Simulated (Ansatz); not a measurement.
# CH6AlNSi: small, medium and large basis sets

The task here is to estimate one member of a computed series from the others.

Computed with Ansatz 0.2.0, Gaussian basis. Level: one geometry, several basis sets.

The runs, in order: PBE0-D4/def2-SVP; ωB97M-V/def2-SVP; PBE0-D4/def2-QZVPP; ωB97M-V/def2-QZVPP; the functionals' def2-TZVPP values are taken from earlier runs.

## Structure used throughout

An earlier PBE0-D4 in a triple-zeta def2 set relaxation fixed the geometry.

SMILES `C[N]1[AlH][SiH2]1`, 10 atoms, charge 0, spin multiplicity 1.

Atoms are counted from 1 here; the program's logs count them from 0.

Bond lengths: C1–N2 1.441 Å, C1–H5 1.093 Å, C1–H6 1.096 Å, C1–H7 1.096 Å, N2–Al3 1.774 Å, N2–Si4 1.768 Å, Al3–Si4 2.294 Å, Al3–H8 1.580 Å, Si4–H9 1.495 Å, Si4–H10 1.495 Å. Angles: N2–C1–H5 111.2°, N2–C1–H6 111.4°, N2–C1–H7 111.5°, H5–C1–H6 107.7°, H5–C1–H7 107.7°, H6–C1–H7 107.3°, C1–N2–Al3 149.4°, C1–N2–Si4 129.9°, Al3–N2–Si4 80.7°, N2–Al3–Si4 49.5°, N2–Al3–H8 136.0°, Si4–Al3–H8 174.5°, N2–Si4–Al3 49.8°, N2–Si4–H9 115.0°, N2–Si4–H10 115.0°, Al3–Si4–H9 126.9°, Al3–Si4–H10 126.9°, H9–Si4–H10 106.0°.

The first run:

File in.yaml:

```yaml
crystal:
  periodic: [false, false, false]
  atoms:
    - {symbol: C, position_ang: [-0.156100, 1.408817, -0.203444]}
    - {symbol: N, position_ang: [0.121695, -0.004957, -0.227922]}
    - {symbol: Al, position_ang: [0.804041, -1.412999, -1.064673]}
    - {symbol: Si, position_ang: [-0.240931, -1.252949, 0.970921]}
    - {symbol: H, position_ang: [0.197170, 1.896472, -1.116124]}
    - {symbol: H, position_ang: [0.333574, 1.898996, 0.646380]}
    - {symbol: H, position_ang: [-1.231398, 1.604712, -0.116507]}
    - {symbol: H, position_ang: [1.538689, -1.672656, -2.439255]}
    - {symbol: H, position_ang: [-1.695779, -1.456220, 1.251213]}
    - {symbol: H, position_ang: [0.412140, -1.060315, 2.302412]}
basis:
  gaussian: {orbitals: def2-SVP}
hamiltonian: {xc: pbe0, dispersion: d4}
output: {orbitals: {seedname: orbitals}}
```

The run is started by

```bash
ansatz run in.yaml --threads 2 --pin off --events-out ev --progress --plain --max-ram 4352MiB
```

Steps of the session up to this table: PBE0-D4 in def2-SVP; ωB97M-V in def2-SVP; PBE0-D4 in def2-QZVPP; ωB97M-V in def2-QZVPP.

One table of the session follows, with a row left open; its other results are not shown here.

| functional | basis | HOMO (eV) |
| --- | --- | --- |
| PBE0-D4 | def2-SVP | -6.53 |
| PBE0-D4 | def2-TZVPP | ? |
| PBE0-D4 | def2-QZVPP | -6.52 |
| ωB97M-V | def2-SVP | -8.44 |
| ωB97M-V | def2-TZVPP | -8.46 |
| ωB97M-V | def2-QZVPP | -8.48 |

**Question.** Estimate the row for PBE0-D4, def2-TZVPP.

As computed: HOMO (eV): -6.51. In the column «HOMO (eV)» it is the highest.
